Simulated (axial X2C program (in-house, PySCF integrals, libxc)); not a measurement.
# PbTc⁺: bond curves with and without spin–orbit coupling

Aim: find the lowest determinant of PbTc⁺, scan the bond at several levels and fit the constants, once spin-free and once with spin–orbit coupling.

Method: all-electron X2C, Pb dyall-v2z, Tc dyall-v2z; program: an in-house X2C program for linear molecules on PySCF integrals.

All values are calculated.

### Step 1. Input

task.json

```json
{"zs": [82, 43], "q": 1, "bas": ["dyall-v2z", "dyall-v2z"], "levels": ["PBE0", "HF", "LDA", "B3LYP"], "cc": false, "r0": 2.72, "npts": 10, "nst": 2, "ntry": 6}
```

Keys: zs atomic numbers; q charge; bas basis sets; levels methods (HF also brings MP2); cc coupled cluster on or off; r0 starting distance in Å; npts points asked for on the curve; nst determinants followed; ntry starts of the search.

Started as:

```sh
python so2c.py task.json out
```

Spin-free means the one-electron spin-free X2C Hamiltonian; two-component (2c) means X2C with spin–orbit coupling and atomic mean-field two-electron Coulomb and Gaunt terms. Basis: Pb dyall-v2z contracted to [10s12p9d5f], Tc dyall-v2z contracted to [10s10p7d2f]; Gaussian nuclei, density fitting. Masses: Pb 207.977 u, Tc 98.907 u.

Notation: σ, π±, δ± give the projection m of an orbital's angular momentum (0, ±1, ±2), α and β its spin, Λ and M_S the sums; ω is the projection of a spinor's total angular momentum and Ω the sum. Logs are in hartree.

The runs that follow: PBE0, spin-free; HF, spin-free; LDA, spin-free; B3LYP, spin-free; PBE0, 2c; HF, 2c; LDA, 2c; B3LYP, 2c.

What does the calculation give? Wanted: for each run, Hamiltonian; Re; ωe; De; μ.

As calculated:

Lowest determinant that the search found at its distance (another Ω component may lie lower), spin-free: M_S = 2, Λ = 1 (beyond closed shells: σα, π+α, π+β, π-α, δ+α, δ-α).

Lowest determinant that the search found at its distance (another Ω component may lie lower), 2c: Ω = 3 (excess of +ω over −ω: ω = 1/2, ω = 5/2).

```csv
Hamiltonian,level,Re (Å),ωe (cm⁻¹),De (eV),μ (D)
spin-free,PBE0,2.781,154.3,2.53,3.25
spin-free,LDA,2.672,183.0,3.66,2.55
spin-free,B3LYP,2.787,156.0,2.90,2.86
2c,PBE0,2.807,137.3,1.93,3.71
2c,LDA,2.687,171.4,3.04,2.95
2c,B3LYP,2.814,141.2,2.10,3.38
```

Dipoles are positive if Tc is the positive end and refer to the centre of mass. No constants: spin-free HF (the lowest point is the long end of the scan); spin-free MP2 (the lowest point is the long end of the scan); 2c HF (the lowest point is the long end of the scan); 2c MP2 (the lowest point is the long end of the scan).

In words: At PBE0, going from spin-free to two-component changes Re by +27 mÅ, ωe by -11.0 %; at least one of these shifts is too large to ignore. De moves by -0.60 eV; both De rest on single-determinant atoms, which can miss part of an open shell's spin–orbit lowering.

De refers to Pb + Tc+; at LDA, spin-free, to Pb+ + Tc; at B3LYP, spin-free, to Pb+ + Tc, the ground-state fragments, which need not be this curve's own limit. Each curve is one determinant whose occupation by symmetry is held fixed; it was picked as the lowest of a PBE0 search that is not exhaustive. Dissociation energies refer to the lowest single-determinant-based atoms at the same level and basis. Density functionals use the spin component along the axis (collinear). With several unpaired electrons one determinant need not be a pure state. The spin-free determinant is spin-contaminated at some levels.
